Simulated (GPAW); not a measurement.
# YbH3 in GPAW: convergence with plane-wave cutoff (eV)

YbH3:

```xyz
4
Lattice="0.0000 2.6050 2.6050 2.6050 0.0000 2.6050 2.6050 2.6050 0.0000" Properties=species:S:1:pos:R:3 pbc="T T T"
Yb    0.0000    0.0000    0.0000
H     2.6050    2.6050    2.6050
H     1.3025    1.3025    1.3025
H     3.9075    3.9075    3.9075
```

The cell comes from a database or a generator and needn't be the stable form of this composition.

- Program: GPAW 26.7.0
- Task: convergence study
- Functional: LDA
- Potentials or basis: the program's PAW data sets (release 1.2.1) made for this functional
- Cutoff: 300 eV
- Basis: pw
- k mesh: 7 × 7 × 7
- Occupations: fermi-dirac, width 0.05 eV
- Spin: collinear spin, ferromagnetic start
- Starting moments: [1.0, 0.0, 0.0, 0.0] μB

These are the settings of the first run; the series varies plane-wave cutoff (eV), with any setting tied to it.

Hardware: 1 thread of Arm Neoverse V1 (shared host).

Question: The values tried are 300, 350, 400, 500, 600, 700, 800, 1000, 1200, loosest first. From which on does the energy stay within 1 meV/atom of the tightest run that finished?

Answer: From 1000 on.

```csv
plane-wave cutoff (eV),"energy less the tightest run, at zero smearing (meV/atom)",pressure (GPa),SCF cycles,CPU time (s),peak memory (GiB)
300,133.96,-13.50,15,21,0.15
350,98.05,-13.90,15,22,0.16
400,59.68,-14.01,15,35,0.16
500,16.75,-11.53,15,33,0.18
600,10.13,-10.90,15,52,0.19
700,4.83,-11.00,15,64,0.21
800,1.87,-10.67,15,63,0.22
1000,0.83,-10.67,15,96,0.25
1200,0.00,-10.57,15,130,0.29
```

Against the tightest run, the pressure stays within 0.1 GPa from 1000 on. The tightest run that finished is the yardstick and may itself not be fully converged.

Caveat, for the tightest run too: one-centre terms of the f shell are cut off. The state reached can hang on the start; a lower one may exist.
